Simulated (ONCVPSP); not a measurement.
# An ONCV potential for Cu, from input to tests

Task: generate the file, and judge it by its errors in other configurations, its logarithmic derivatives, its ghosts and its cutoff.

Method: ONCVPSP 4.0.1.1 (patched build), PBE, scalar-relativistic.

## (1) Settings

Typed settings, in words:

```
element                 : copper (Cu, Z = 29)
type                    : optimised norm-conserving Vanderbilt (ONCV)
frozen core             : [Ne]
valence charge          : 19
reference configuration : 3s2 3p6 3d10 4s0.75 4p0.25
partial waves           : 3s+4s: rc 1.00 bohr, ncon 5, nbas 10, qcut 12.9 1/bohr, 2 projectors; 3p+4p: rc 1.25 bohr, ncon 4, nbas 7, qcut 10.4 1/bohr, 2 projectors; 3d: rc 1.45 bohr, ncon 4, nbas 9, qcut 12.4 1/bohr, 1 projector
local potential         : polynomial inside 0.85 bohr (lpopt 5, dvloc0 0 Ha)
core correction         : Teter function, fcfact 2, rcfact 1.5
```

An earlier all-electron run gives the scale for the radii.

All-electron outer shells of the reference configuration (PBE, scalar-relativistic, ld1.x):

| shell | level (eV) | outermost node (bohr) | outermost maximum (bohr) |
| --- | --- | --- | --- |
| 2s | -1063.03 | 0.07 | 0.20 |
| 2p | -917.54 | – | 0.16 |
| 3s | -115.30 | 0.29 | 0.61 |
| 3p | -72.75 | 0.26 | 0.62 |
| 3d | -5.64 | – | 0.60 |
| 4s | -5.04 | 0.89 | 2.24 |
| 4p | -1.02 | 0.97 | 3.56 |

## (2) Generation

Contents of Cu.dat:

```
# ATOM AND REFERENCE CONFIGURATION
# atsym  z   nc   nv     iexc    psfile
  Cu 29.00    3    5        4      upf
#
#   n    l    f
    1    0    2.00
    2    0    2.00
    2    1    6.00
    3    0    2.00
    3    1    6.00
    3    2   10.00
    4    0    0.75
    4    1    0.25
#
# PSEUDOPOTENTIAL AND OPTIMIZATION
# lmax
    2
#
#   l,   rc,      ep,       ncon, nbas, qcut
    0    1.00    0.00    5   10   12.90
    1    1.25    0.00    4    7   10.40
    2    1.45    0.00    4    9   12.40
#
# LOCAL POTENTIAL
# lloc, lpopt,  rc(5),   dvloc0
    4    5    0.85    0.00
#
# VANDERBILT-KLEINMAN-BYLANDER PROJECTORs
# l, nproj, debl
    0    2    3.60
    1    2    0.70
    2    1    1.60
#
# MODEL CORE CHARGE
# icmod, fcfact, rcfact
    3    2.00    1.50
#
# LOG DERIVATIVE ANALYSIS
# epsh1, epsh2, depsh
   -6.00    5.00    0.04
#
# OUTPUT GRID
# rlmax, drl
    6.00    0.01
#
# TEST CONFIGURATIONS
# ncnf
    4
# nvcnf
#   n    l    f
    5
    3    0    2.00
    3    1    6.00
    3    2   10.00
    4    0    1.00
    4    1    0.00
#
    5
    3    0    2.00
    3    1    6.00
    3    2   10.00
    4    0    0.00
    4    1    0.00
#
    5
    3    0    2.00
    3    1    6.00
    3    2    9.00
    4    0    0.00
    4    1    0.00
#
    5
    3    0    2.00
    3    1    6.00
    3    2    9.00
    4    0    1.00
    4    1    1.00
#
```

Launch:

```console
$ oncvpsp.x < Cu.dat > Cu.out
```

**Question.** What will these runs give? Wanted: cutoffs for 1 and 0.1 mHa per electron, occupied waves; bound ghosts; GHOST(+) flags; largest miss of a reference level; largest test error; largest phase difference near zero energy, channels read; rms error of d²Exc/dn², without and with the model core.

**Answer**, as computed:

| quantity | value |
| --- | --- |
| cutoffs for 1 and 0.1 mHa per electron, occupied waves | 64 Ha and 74 Ha |
| bound ghosts | none found |
| GHOST(+) flags | none at low energy |
| largest miss of a reference level | 15 meV (3p) |
| largest test error (AE − PS) | +3.4 meV, for 3s2 3p6 3d10 4s0 4p0 (1 test unsolved) |
| largest phase difference near zero energy, channels read | 0.009 rad |
| rms error of d²Exc/dn², without and with the model core | 0.88 and 0.61 mHa |

What this shows: The worst unpolarised test, 3s2 3p6 3d10 4s0 4p0, is off by 3.4 meV on 7.2 eV; by total energies transferability rates as very good where solved. Of the tests 1 gave no usable energy difference, which is a warning in itself. The potential is hard: the looser tolerance needs 64 Ha. At the looser tolerance the 3s wave is the slowest; 3d needs 54 Ha. No bound ghost shows below the valence levels. Near zero energy the phases of the channels with partial waves agree within 0.009 rad. All of this concerns the isolated atom, not yet a solid.
